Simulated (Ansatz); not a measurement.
# HfAlB4: one candidate of a structure search, part 2 of 3

Aim: relax a trial structure of HfAlB4 and see where it ends.

Ansatz 0.2.0; DFT PBE, scalar-relativistic, plane waves, PAW. Earlier steps stand in the parts before.

## 3. Rough relaxation on the coarse mesh

File input.yaml:

```yaml
crystal:
  lattice:
    - [2.96962025, 0.0, 0.0]
    - [-1.48481013, 2.57176658, 0.0]
    - [0.0, 0.0, 6.41437975]
  atoms:
    - { symbol: Hf, position: [0.0, 0.0, 0.0] }
    - { symbol: Al, position: [0.0, 0.0, 0.5] }
    - { symbol: B, position: [0.33333333, 0.66666667, 0.25] }
    - { symbol: B, position: [0.33333333, 0.66666667, 0.75] }
    - { symbol: B, position: [0.66666667, 0.33333333, 0.25] }
    - { symbol: B, position: [0.66666667, 0.33333333, 0.75] }
basis:
  ecutwfc: 420
kpoints:
  mp_grid: { grid: [6, 6, 4] }
hamiltonian:
  xc: pbe
scf:
  occupations: { method: gaussian, width: 0.1 }
  lower_state_search: "off"
output:
  forces: true
  stress: true
  eigenvalues: true
relax:
  adjacent_minimum: "off"
  f_tol: 0.04
  max_steps: 70
  cell: { stress_tol: 0.4 }
```

The run is started by

```
ansatz run input.yaml --threads 1 --pin off --max-ram 2048MiB --backend cpu --events-out ev --progress --plain --runs-dir out
```

The program printed:

```text
Warning: RAYON_NUM_THREADS=1 ignored (pool sized by the plan → 1); use --threads N
Engine: ansatz 0.2.0, x86_64-unknown-linux-gnu
Pseudopotentials: kind: paw
Pseudopotential: Hf, paw, valence charge 26, recommended cutoff 420 eV (normal), Hf.paw.azcp
Pseudopotential: Al, paw, valence charge 3, recommended cutoff 420 eV (normal), Al.paw.azcp
Pseudopotential: B, paw, valence charge 3, recommended cutoff 420 eV (normal), B.paw.azcp
Functional definition: PBE
  parameter kappa = 0.804
  parameter beta = 0.06672455060314922
  exchange = pbe_x(kappa = kappa, mu = beta*pi^2/3)
  correlation = pbe_c(beta = beta)
Crystal: 6 atoms, lattice volume = 48.988 Å³
Basis set: ecut = 420 eV, 921 PW (Γ), exchange–correlation on 40×40×90 points (8 copies of the dense FFT grid, shifted against one another)
Bands: 27, of which v1, the nominal top of the filled ones, is band 21 counted from 1 (20 counted from 0)
Symmetry: 24 space group operations
Space group: P6/mmm (ITA 191), of the structure as read, at distance tolerance 3.7e-5 Å
k-points: 21 of 144
Non-local potential: Hf, projectors of the file, l = 0: 3, l = 1: 2, l = 2: 2, l = 3: 3
Non-local potential: Al, projectors of the file, l = 0: 2, l = 1: 2, l = 2: 1
Non-local potential: B, projectors of the file, l = 0: 2, l = 1: 2, l = 2: 1
PAW form: soft (Blöchl's): semilocal exchange-correlation on the pseudo side does not see the compensation charge
PAW one-centre angular grid: Hf, 590 points (default); XC on 64 Gauss nodes
PAW one-centre angular grid: Al, 110 points (default); XC on 64 Gauss nodes
PAW one-centre angular grid: B, 110 points (default); XC on 64 Gauss nodes
Initial density: superposition of atomic densities (neutral atoms: chi_scale 0, normalization atom), corrected by the library's trained network
Initial wavefunctions: pseudopotential atomic-orbital guess
Functional: x = pbe(κ = 0.804, μ = 0.2195149727645171), c = pbe(β = 0.06672455060314922)
SCF iter   1: F=—  HF=-16884.106359 eV  |F-HF|=—  |Δ(HF+E_count)|=         —  Δρ=5.22e-3  dr2=1.26e-2  ethr=1.77e-3  ⟨swp⟩=5.6  Hψ=2410  notcnv=0
preconditioner: auto → Kerker (q_TF=auto, 2.649 Å⁻¹)  [metal: Δε(μ)=0.027 eV  Ē_g=16.179 eV  σ=0.100 eV  W_gap=0.15  n_scr=22 (ndim 8)  ℏωp=33.1 eV  f_vac=0.000  D(μ)=1.92/eV (n_scr^D=22)]
SCF iter   2: F=—  HF=-16884.106038 eV  |F-HF|=—  |Δ(HF+E_count)|=   3.21e-4  Δρ=3.41e-3  dr2=5.98e-3  ethr=3.08e-5  ⟨swp⟩=1.5  Hψ=804  notcnv=0
SCF iter   3: F=—  HF=-16884.104359 eV  |F-HF|=—  |Δ(HF+E_count)|=   1.68e-3  Δρ=4.57e-4  dr2=1.29e-4  ethr=1.46e-5  ⟨swp⟩=2.1  Hψ=887  notcnv=0
SCF iter   4: F=—  HF=-16884.104204 eV  |F-HF|=—  |Δ(HF+E_count)|=   1.55e-4  Δρ=4.14e-4  dr2=5.98e-5  ethr=3.14e-7  ⟨swp⟩=2.7  Hψ=1014  notcnv=0
SCF iter   5: F=—  HF=-16884.104115 eV  |F-HF|=—  |Δ(HF+E_count)|=   8.81e-5  Δρ=1.51e-4  dr2=1.05e-5  ethr=1.46e-7  ⟨swp⟩=2.2  Hψ=771  notcnv=0
SCF iter   6: F=—  HF=-16884.104110 eV  |F-HF|=—  |Δ(HF+E_count)|=   4.94e-6  Δρ=2.70e-5  dr2=3.43e-7  ethr=2.56e-8  ⟨swp⟩=2.1  Hψ=931  notcnv=0
SCF iter   7: F=-16884.104110 eV  HF=-16884.104110 eV  |F-HF|=3.23e-9  |Δ(HF+E_count)|=   2.77e-7  Δρ=5.09e-6  dr2=1.06e-8  ethr=2.44e-10  ⟨swp⟩=9.2  Hψ=2725  notcnv=0
SCF 1 converged in 7 iterations: F = -16884.104110 eV  dr2 = 1.06e-8
relax step   1: F+E_penalty+E_count = -16884.10411016 eV  Δ(F+E_penalty+E_count) = +0.000e0 eV  max|allowed force component| = 1.529e0 eV/Å  Δτ_max = 0.0000 Å  P = +39.818 GPa  Ω = 48.988 Å³  (7 SCF iters, dr2 threshold 1.00e-7 eV, accepted)
Crystal: 6 atoms, lattice volume = 53.311 Å³
Basis set: ecut = 420 eV, 1031 PW (Γ), exchange–correlation on 40×40×90 points (8 copies of the dense FFT grid, shifted against one another)
Initial density: handed on by an earlier stage of this run
Initial wavefunctions: those handed on with the density
iter 1 solved again at ethr=2.80e-3 eV; its pass at ethr=3.10e-3 eV (dr2=1.15e0 eV) is discarded
SCF iter   1: F=—  HF=-16885.267888 eV  |F-HF|=—  |Δ(HF+E_count)|=         —  Δρ=1.93e-2  dr2=1.15e0  ethr=2.80e-3  ⟨swp⟩=1.0  Hψ=3165  notcnv=0
preconditioner: auto → Resta (q_TF=auto, 2.611 Å⁻¹)  ε∞=5.1  [insulator: Δε(μ)=0.129 eV  Ē_g=15.731 eV  σ=0.100 eV  W_gap=0.54  n_scr=22 (ndim 8)  ℏωp=31.8 eV  f_vac=0.000  D(μ)=1.91/eV (n_scr^D=10)  ε∞_Penn≈5.1]
SCF iter   2: F=—  HF=-16885.077907 eV  |F-HF|=—  |Δ(HF+E_count)|=   1.90e-1  Δρ=8.46e-3  dr2=5.93e-2  ethr=2.80e-3  ⟨swp⟩=2.3  Hψ=774  notcnv=0
preconditioner: auto → Kerker (q_TF=auto, 2.611 Å⁻¹)  [metal: Δε(μ)=0.062 eV  Ē_g=15.848 eV  σ=0.100 eV  W_gap=0.34  n_scr=22 (ndim 8)  ℏωp=31.8 eV  f_vac=0.000  D(μ)=1.94/eV (n_scr^D=10)]
SCF iter   3: F=—  HF=-16885.060763 eV  |F-HF|=—  |Δ(HF+E_count)|=   1.71e-2  Δρ=3.88e-3  dr2=1.06e-2  ethr=1.45e-4  ⟨swp⟩=1.8  Hψ=720  notcnv=0  defer=3
SCF iter   4: F=—  HF=-16885.057567 eV  |F-HF|=—  |Δ(HF+E_count)|=   3.20e-3  Δρ=8.66e-4  dr2=3.76e-4  ethr=2.58e-5  ⟨swp⟩=2.5  Hψ=926  notcnv=0  defer=3
SCF iter   5: F=—  HF=-16885.057275 eV  |F-HF|=—  |Δ(HF+E_count)|=   2.92e-4  Δρ=3.47e-4  dr2=1.28e-4  ethr=9.17e-7  ⟨swp⟩=2.7  Hψ=1092  notcnv=0  defer=3
SCF iter   6: F=—  HF=-16885.057188 eV  |F-HF|=—  |Δ(HF+E_count)|=   8.67e-5  Δρ=1.23e-4  dr2=7.86e-6  ethr=3.12e-7  ⟨swp⟩=2.0  Hψ=914  notcnv=0  defer=3
SCF iter   7: F=—  HF=-16885.057182 eV  |F-HF|=—  |Δ(HF+E_count)|=   6.35e-6  Δρ=2.42e-5  dr2=4.67e-7  ethr=1.46e-9  ⟨swp⟩=7.4  Hψ=3303  notcnv=0
SCF iter   8: F=-16885.057181 eV  HF=-16885.057182 eV  |F-HF|=1.43e-7  |Δ(HF+E_count)|=   5.33e-7  Δρ=6.32e-6  dr2=5.38e-8  ethr=1.14e-9  ⟨swp⟩=5.0  Hψ=2220  notcnv=0
SCF 2 converged in 8 iterations: F = -16885.057181 eV  dr2 = 5.38e-8
relax step   2: F+E_penalty+E_count = -16885.05718136 eV  Δ(F+E_penalty+E_count) = -9.531e-1 eV  max|allowed force component| = 3.059e-1 eV/Å  Δτ_max = 0.0725 Å  P = +10.649 GPa  Ω = 53.311 Å³  energy of the carried Pulay correction = -6.839e-3 eV  (8 SCF iters, dr2 threshold 6.00e-7 eV, accepted)
Crystal: 6 atoms, lattice volume = 55.107 Å³
Basis set: ecut = 420 eV, 1079 PW (Γ), exchange–correlation on 40×40×90 points (8 copies of the dense FFT grid, shifted against one another)
iter 1 solved again at ethr=2.08e-4 eV; its pass at ethr=3.10e-3 eV (dr2=8.53e-2 eV) is discarded
SCF iter   1: F=—  HF=-16885.165363 eV  |F-HF|=—  |Δ(HF+E_count)|=         —  Δρ=5.54e-3  dr2=8.43e-2  ethr=2.08e-4  ⟨swp⟩=1.0  Hψ=3123  notcnv=0
preconditioner: auto → Kerker (q_TF=auto, 2.597 Å⁻¹)  [metal: Δε(μ)=0.029 eV  Ē_g=15.660 eV  σ=0.100 eV  W_gap=0.16  n_scr=22 (ndim 8)  ℏωp=31.2 eV  f_vac=0.000  D(μ)=1.95/eV (n_scr^D=10)]
SCF iter   2: F=—  HF=-16885.155700 eV  |F-HF|=—  |Δ(HF+E_count)|=   9.66e-3  Δρ=3.48e-3  dr2=3.90e-2  ethr=2.06e-4  ⟨swp⟩=1.0  Hψ=567  notcnv=0
SCF iter   3: F=—  HF=-16885.151146 eV  |F-HF|=—  |Δ(HF+E_count)|=   4.55e-3  Δρ=1.39e-3  dr2=1.16e-3  ethr=9.52e-5  ⟨swp⟩=2.0  Hψ=898  notcnv=0
SCF iter   4: F=—  HF=-16885.147841 eV  |F-HF|=—  |Δ(HF+E_count)|=   3.30e-3  Δρ=4.94e-4  dr2=2.18e-4  ethr=2.83e-6  ⟨swp⟩=3.0  Hψ=1106  notcnv=0
SCF iter   5: F=—  HF=-16885.147691 eV  |F-HF|=—  |Δ(HF+E_count)|=   1.51e-4  Δρ=2.38e-4  dr2=2.13e-5  ethr=5.32e-7  ⟨swp⟩=3.0  Hψ=1094  notcnv=0
SCF iter   6: F=—  HF=-16885.147625 eV  |F-HF|=—  |Δ(HF+E_count)|=   6.57e-5  Δρ=8.68e-5  dr2=2.94e-6  ethr=5.19e-8  ⟨swp⟩=2.2  Hψ=1069  notcnv=0
SCF iter   7: F=—  HF=-16885.147606 eV  |F-HF|=—  |Δ(HF+E_count)|=   1.88e-5  Δρ=2.95e-5  dr2=2.70e-7  ethr=1.46e-9  ⟨swp⟩=7.5  Hψ=3053  notcnv=0
SCF iter   8: F=-16885.147604 eV  HF=-16885.147604 eV  |F-HF|=5.61e-9  |Δ(HF+E_count)|=   2.02e-6  Δρ=4.96e-6  dr2=1.09e-8  ethr=6.58e-10  ⟨swp⟩=5.7  Hψ=2443  notcnv=0
SCF 3 converged in 8 iterations: F = -16885.147604 eV  dr2 = 1.09e-8
relax step   3: F+E_penalty+E_count = -16885.14760427 eV  Δ(F+E_penalty+E_count) = -9.042e-2 eV  max|allowed force component| = 5.580e-2 eV/Å  Δτ_max = 0.0178 Å  P = +2.478 GPa  Ω = 55.107 Å³  energy of the carried Pulay correction = -9.513e-3 eV  (8 SCF iters, dr2 threshold 6.00e-7 eV, accepted)
Crystal: 6 atoms, lattice volume = 55.736 Å³
iter 1 solved again at ethr=1.69e-5 eV; its pass at ethr=3.10e-3 eV (dr2=6.94e-3 eV) is discarded
SCF iter   1: F=—  HF=-16885.153480 eV  |F-HF|=—  |Δ(HF+E_count)|=         —  Δρ=1.73e-3  dr2=7.11e-3  ethr=1.69e-5  ⟨swp⟩=2.1  Hψ=2681  notcnv=0
preconditioner: auto → Kerker (q_TF=auto, 2.592 Å⁻¹)  [metal: Δε(μ)=0.012 eV  Ē_g=15.629 eV  σ=0.100 eV  W_gap=0.07  n_scr=22 (ndim 8)  ℏωp=31.1 eV  f_vac=0.000  D(μ)=1.83/eV (n_scr^D=10)]
SCF iter   2: F=—  HF=-16885.152553 eV  |F-HF|=—  |Δ(HF+E_count)|=   9.27e-4  Δρ=1.07e-3  dr2=3.34e-3  ethr=1.69e-5  ⟨swp⟩=1.0  Hψ=567  notcnv=0
SCF iter   3: F=—  HF=-16885.151843 eV  |F-HF|=—  |Δ(HF+E_count)|=   7.10e-4  Δρ=2.22e-4  dr2=6.12e-5  ethr=8.14e-6  ⟨swp⟩=2.0  Hψ=687  notcnv=0
SCF iter   4: F=—  HF=-16885.151769 eV  |F-HF|=—  |Δ(HF+E_count)|=   7.36e-5  Δρ=1.79e-4  dr2=1.52e-5  ethr=1.49e-7  ⟨swp⟩=2.9  Hψ=1158  notcnv=0
SCF iter   5: F=—  HF=-16885.151736 eV  |F-HF|=—  |Δ(HF+E_count)|=   3.34e-5  Δρ=4.92e-5  dr2=1.28e-6  ethr=3.71e-8  ⟨swp⟩=2.9  Hψ=1108  notcnv=0
SCF iter   6: F=—  HF=-16885.151735 eV  |F-HF|=—  |Δ(HF+E_count)|=   3.63e-7  Δρ=1.12e-5  dr2=5.03e-8  ethr=1.46e-9  ⟨swp⟩=6.7  Hψ=2788  notcnv=0
SCF iter   7: F=-16885.151735 eV  HF=-16885.151735 eV  |F-HF|=1.50e-8  |Δ(HF+E_count)|=   2.05e-7  Δρ=3.01e-6  dr2=3.12e-9  ethr=1.23e-10  ⟨swp⟩=4.0  Hψ=1764  notcnv=0
SCF 4 converged in 7 iterations: F = -16885.151735 eV  dr2 = 3.12e-9
relax step   4: F+E_penalty+E_count = -16885.15173522 eV  Δ(F+E_penalty+E_count) = -4.131e-3 eV  max|allowed force component| = 7.896e-3 eV/Å  Δτ_max = 0.0046 Å  P = -0.166 GPa  Ω = 55.736 Å³  energy of the carried Pulay correction = -1.043e-2 eV  (7 SCF iters, dr2 threshold 6.00e-7 eV, accepted)
Basis set: ecut = 420 eV, 1079 PW (Γ), exchange–correlation on 48×48×96 points (8 copies of the dense FFT grid, shifted against one another)
Initial wavefunctions: pseudopotential atomic-orbital guess (no wavefunctions were taken with the density)
iter 1 solved again at ethr=1.42e-7 eV; its pass at ethr=3.10e-3 eV (dr2=5.84e-5 eV) is discarded
SCF iter   1: F=—  HF=-16885.167913 eV  |F-HF|=—  |Δ(HF+E_count)|=         —  Δρ=4.24e-4  dr2=1.23e-5  ethr=1.42e-7  ⟨swp⟩=3.0  Hψ=3685  notcnv=0
preconditioner: auto → Kerker (q_TF=auto, 2.592 Å⁻¹)  [metal: Δε(μ)=0.018 eV  Ē_g=15.633 eV  σ=0.100 eV  W_gap=0.10  n_scr=22 (ndim 8)  ℏωp=31.1 eV  f_vac=0.000  D(μ)=1.82/eV (n_scr^D=10)]
SCF iter   2: F=—  HF=-16885.167986 eV  |F-HF|=—  |Δ(HF+E_count)|=   7.37e-5  Δρ=2.34e-4  dr2=3.74e-6  ethr=3.00e-8  ⟨swp⟩=2.2  Hψ=964  notcnv=0
SCF iter   3: F=—  HF=-16885.167994 eV  |F-HF|=—  |Δ(HF+E_count)|=   7.46e-6  Δρ=1.09e-4  dr2=7.57e-7  ethr=9.12e-9  ⟨swp⟩=2.1  Hψ=924  notcnv=0
SCF iter   4: F=—  HF=-16885.167998 eV  |F-HF|=—  |Δ(HF+E_count)|=   3.93e-6  Δρ=6.83e-6  dr2=1.83e-8  ethr=1.85e-9  ⟨swp⟩=2.0  Hψ=915  notcnv=0
SCF iter   5: F=-16885.167998 eV  HF=-16885.167998 eV  |F-HF|=4.29e-10  |Δ(HF+E_count)|=   2.20e-9  Δρ=8.48e-7  dr2=2.52e-10  ethr=9.37e-12  ⟨swp⟩=5.1  Hψ=2242  notcnv=0
SCF 5 converged in 5 iterations: F = -16885.167998 eV  dr2 = 2.52e-10
relax step   5: F+E_penalty+E_count = -16885.16799789 eV  Δ(F+E_penalty+E_count) = -1.626e-2 eV  max|allowed force component| = 9.919e-3 eV/Å  Δτ_max = 0.0000 Å  P = +0.138 GPa  Ω = 55.736 Å³  stress off target by 4.21e-1 GPa  SCF on the basis re-selected at this cell (its energy is not comparable with the rows above)  (5 SCF iters)
basis re-selected at this cell: Δ(F+E_penalty+E_count) = -1.626e-2 eV, ΔP = +0.304 GPa vs the last step (what re-selecting the basis moved, of the pressure what is left beyond the Pulay correction that the steps carried, after the strain that the cell walked since its last selection, with what the two solves' SCF thresholds leave and, on support functions, any second-order correction that the steps lacked; it is no measure of the basis error at this ecutwfc). The dense FFT grid was sized anew with the basis: this SCF ran on 24×24×48 points, the steps before it on 20×20×45, so part of this shift can come from that change (see relax.cell in the input reference). This SCF's stress stands 4.21e-1 GPa from its target on what of the cell is left free (relax.cell.stress_tol is 4.00e-1 GPa) and its largest allowed force component is 9.92e-3 eV/Å (relax.f_tol is 4.00e-2 eV/Å): not within both, so this SCF does not close the relaxation
Crystal: 6 atoms, lattice volume = 55.803 Å³
iter 1 solved again at ethr=3.29e-7 eV; its pass at ethr=3.10e-3 eV (dr2=1.35e-4 eV) is discarded
SCF iter   1: F=—  HF=-16885.168007 eV  |F-HF|=—  |Δ(HF+E_count)|=         —  Δρ=3.24e-4  dr2=1.36e-4  ethr=3.29e-7  ⟨swp⟩=2.1  Hψ=2779  notcnv=0
preconditioner: auto → Kerker (q_TF=auto, 2.592 Å⁻¹)  [metal: Δε(μ)=0.017 eV  Ē_g=15.630 eV  σ=0.100 eV  W_gap=0.10  n_scr=22 (ndim 8)  ℏωp=31.0 eV  f_vac=0.000  D(μ)=1.82/eV (n_scr^D=10)]
SCF iter   2: F=—  HF=-16885.168021 eV  |F-HF|=—  |Δ(HF+E_count)|=   1.42e-5  Δρ=1.94e-4  dr2=4.85e-5  ethr=3.29e-7  ⟨swp⟩=1.0  Hψ=567  notcnv=0
SCF iter   3: F=—  HF=-16885.168011 eV  |F-HF|=—  |Δ(HF+E_count)|=   9.88e-6  Δρ=2.96e-5  dr2=1.09e-6  ethr=1.18e-7  ⟨swp⟩=2.9  Hψ=929  notcnv=0
SCF iter   4: F=-16885.168010 eV  HF=-16885.168010 eV  |F-HF|=1.14e-7  |Δ(HF+E_count)|=   1.01e-6  Δρ=1.56e-5  dr2=1.76e-7  ethr=1.08e-9  ⟨swp⟩=5.5  Hψ=2408  notcnv=0
SCF 6 converged in 4 iterations: F = -16885.168010 eV  dr2 = 1.76e-7
relax step   6: F+E_penalty+E_count = -16885.16800975 eV  Δ(F+E_penalty+E_count) = -1.187e-5 eV  max|allowed force component| = 5.052e-3 eV/Å  Δτ_max = 0.0020 Å  P = -0.024 GPa  Ω = 55.803 Å³  energy of the carried Pulay correction = -8.745e-5 eV  (4 SCF iters, dr2 threshold 4.42e-7 eV, accepted)
iter 1 solved again at ethr=1.21e-7 eV; its pass at ethr=3.10e-3 eV (dr2=4.96e-5 eV) is discarded
SCF iter   1: F=—  HF=-16885.168056 eV  |F-HF|=—  |Δ(HF+E_count)|=         —  Δρ=1.58e-5  dr2=1.72e-7  ethr=1.21e-7  ⟨swp⟩=3.0  Hψ=3708  notcnv=0
preconditioner: auto → Kerker (q_TF=auto, 2.592 Å⁻¹)  [metal: Δε(μ)=0.016 eV  Ē_g=15.628 eV  σ=0.100 eV  W_gap=0.09  n_scr=22 (ndim 8)  ℏωp=31.0 eV  f_vac=0.000  D(μ)=1.82/eV (n_scr^D=10)]
SCF iter   2: F=—  HF=-16885.168087 eV  |F-HF|=—  |Δ(HF+E_count)|=   3.10e-5  Δρ=9.60e-6  dr2=8.16e-8  ethr=4.20e-10  ⟨swp⟩=2.0  Hψ=912  notcnv=0
SCF iter   3: F=—  HF=-16885.168087 eV  |F-HF|=—  |Δ(HF+E_count)|=   7.32e-9  Δρ=3.44e-6  dr2=7.86e-9  ethr=1.99e-10  ⟨swp⟩=2.0  Hψ=881  notcnv=0
SCF iter   4: F=-16885.168087 eV  HF=-16885.168087 eV  |F-HF|=2.27e-9  |Δ(HF+E_count)|=   9.66e-9  Δρ=1.11e-6  dr2=2.72e-9  ethr=9.37e-12  ⟨swp⟩=5.7  Hψ=2349  notcnv=0
SCF 7 converged in 4 iterations: F = -16885.168087 eV  dr2 = 2.72e-9
relax step   7: F+E_penalty+E_count = -16885.16808730 eV  Δ(F+E_penalty+E_count) = -7.754e-5 eV  max|allowed force component| = 5.331e-3 eV/Å  Δτ_max = 0.0000 Å  P = -0.022 GPa  Ω = 55.803 Å³  stress off target by 3.61e-2 GPa  SCF on the basis re-selected at this cell (its energy is not comparable with the rows above)  (4 SCF iters)
basis re-selected at this cell: Δ(F+E_penalty+E_count) = -7.754e-5 eV, ΔP = +0.002 GPa vs the last step (what re-selecting the basis moved, of the pressure what is left beyond the Pulay correction that the steps carried, after the strain that the cell walked since its last selection, with what the two solves' SCF thresholds leave and, on support functions, any second-order correction that the steps lacked; it is no measure of the basis error at this ecutwfc). This SCF's stress stands 3.61e-2 GPa from its target on what of the cell is left free (relax.cell.stress_tol is 4.00e-1 GPa) and its largest allowed force component is 5.33e-3 eV/Å (relax.f_tol is 4.00e-2 eV/Å): within both
SCF converged after 4 iterations
Free energy (F): -16885.168087 eV
Harris-Foulkes:  -16885.168087 eV  (|F-HF|=2.27e-9)
Internal energy: -16885.159001 eV  (E = F + TS)
E sigma→0 (E₀):  -16885.163544 eV
Entropy (-TS):   -0.009087 eV (-1.514 meV/atom)
Fermi energy:    15.999077 eV
--- Per-component energies (eV) ---
  E_band       = 78.854534
  E_kinetic    = 653.557266
  E_local      = -8161.120442  (includes V_loc(G=0)·N_el)
  E_nonlocal   = -1190.847482
  E_hartree    = 3912.270779
  E_xc         = -473.433920
  E_vxc        = -454.841444  (∫ρ·V_xc dr)
  E_paw        = -7709.675995  (= ΣΔE_a)
  E_vpaw       = 1407.569304  (= ΣTr[D̂ρ^β])
  E_aug_tail   = -0.000016  (compensation charges beyond the density's cutoff)
  E_ewald      = -3915.909189
  E_smearing   = -0.009087  (= −TS)
  E_closure    = 0.000000  (closes the sum)
  Σ components = -16885.168087   (vs F -16885.168087, Δ=0.00e0)
--- Forces (eV/Å), atoms counted from 1 ---
  atom   1  Hf     0.00000000    -0.00000000     0.00000000
  atom   2  Al     0.00000000     0.00000000     0.00000000
  atom   3  B      0.00000000     0.00000000     0.00533141
  atom   4  B      0.00000000     0.00000000    -0.00533141
  atom   5  B     -0.00000000    -0.00000000     0.00533141
  atom   6  B     -0.00000000    -0.00000000    -0.00533141
  max |Σ_I F_I| component: 1.85e-17 eV/Å
--- Stress (GPa, compression-positive) ---
       -0.014851       0.000000       0.000000
        0.000000      -0.014851      -0.000000
        0.000000      -0.000000      -0.036120
  P = ⅓ Tr σ = -0.0219 GPa (-0.219 kbar)
--- Band table (eV; the first three rows and the last of 21) ---
  k-point 0: bands = ["-45.5833", "-14.6003", "-13.8589", "-13.8589", "1.4720", "3.6779", "4.4564", "4.4682", "4.4832", "4.4832", "4.5080", "4.5080", "4.6006", "6.7189", "12.2862", "13.6109", "14.2377", "14.2377", "15.4404", "15.4404", "18.1593", "18.1593", "18.6742", "18.6742", "20.3606", "20.3606", "21.3032"]
  k-point 1: bands = ["-45.5833", "-14.6004", "-13.8589", "-13.8589", "1.6506", "3.1980", "4.4519", "4.4682", "4.4832", "4.4832", "4.5080", "4.5080", "4.6006", "7.4935", "10.9096", "14.3245", "14.3245", "14.7740", "15.2717", "15.2717", "18.0726", "18.0726", "18.8298", "18.8298", "20.7273", "20.7273", "21.0034"]
  k-point 2: bands = ["-45.5833", "-14.6005", "-13.8589", "-13.8589", "1.9646", "2.6534", "4.4502", "4.4682", "4.4832", "4.4832", "4.5080", "4.5080", "4.6006", "9.0779", "9.0959", "14.4480", "14.4480", "15.0735", "15.0735", "15.5422", "17.9978", "17.9978", "18.9823", "18.9823", "20.6254", "21.2401", "21.2401"]
  k-point 20: bands = ["-45.5057", "-14.5155", "-14.5155", "-14.3854", "4.4577", "4.4577", "4.4852", "4.4852", "4.4974", "4.5019", "4.5694", "6.8602", "6.8602", "8.1560", "8.1560", "8.4096", "8.5140", "12.2431", "12.2431", "14.3794", "14.3794", "18.0120", "20.3010", "21.0557", "21.0557", "21.5712", "21.9816"]
--- Relaxed structure (5 steps of the walk, 5 accepted, 2 SCFs on fresh bases) ---
  F+E_penalty+E_count = -16885.16808730 eV   max|allowed force component| = 5.331e-3 eV/Å   (the final SCF, on the basis selected at the relaxed cell)
  cell:  # Å, volume = 55.8035 Å³
    - [3.053241003261094, 2.9680386383600997e-9, -5.64867096169404e-27]
    - [-1.5266205042009438, 2.644184271216374, -5.0323228040958406e-18]
    - [-4.501647789857951e-34, -1.255138385564252e-17, 6.912075819547435]
  atoms:
    - { symbol: Hf, position: [1.3784031580383152e-34, 5.499545766702043e-35, 9.273015376718553e-69] }
    - { symbol: Al, position: [-1.7333369499485123e-33, 0.0, 0.5000000000000001] }
    - { symbol: B, position: [0.33333333333333337, 0.6666666666666667, 0.2644780549653927] }
    - { symbol: B, position: [0.33333333333333337, 0.6666666666666667, 0.7355219450346075] }
    - { symbol: B, position: [0.6666666666666667, 0.33333333333333337, 0.2644780549653927] }
    - { symbol: B, position: [0.6666666666666667, 0.33333333333333337, 0.7355219450346075] }
```

Wall time 15 s (1 thread of Intel Xeon Platinum 8488C (Sapphire Rapids), shared host); peak memory 0.43 GiB.

The steps of the relaxation:

| step | energy from step 1 (eV/cell) | largest force component (eV/Å) | pressure (GPa) | volume (Å³) |
| --- | --- | --- | --- | --- |
| 1 | 0.0000 | 1.5289 | 39.82 | 48.99 |
| 2 | -0.9531 | 0.3059 | 10.65 | 53.31 |
| 3 | -1.0435 | 0.0558 | 2.48 | 55.11 |
| 4 | -1.0476 | 0.0079 | -0.17 | 55.74 |
| 5 | -1.0639 | 0.0099 | 0.14 | 55.74 |
| 6 | -1.0639 | 0.0051 | -0.02 | 55.80 |
| 7 | -1.0640 | 0.0053 | -0.02 | 55.80 |

Step 1 is the start. Steps 5, 7 each repeat the geometry before them on a plane-wave basis chosen anew, so the energy can jump there without any move.

|  | before | after | change |
| --- | --- | --- | --- |
| a (Å) | 2.970 | 3.053 | +2.8 % |
| b (Å) | 2.970 | 3.053 | +2.8 % |
| c (Å) | 6.414 | 6.912 | +7.8 % |
| volume (Å³/atom) | 8.16 | 9.30 | +13.9 % |
| shortest distance (Å) | 1.715 | 1.763 | +2.8 % |
| space group (0.01 Å) | P6/mmm | P6/mmm | same |

The run keeps the 24 symmetry operations of the start, so it could not have lowered the symmetry.

[end of part 2 of 3]
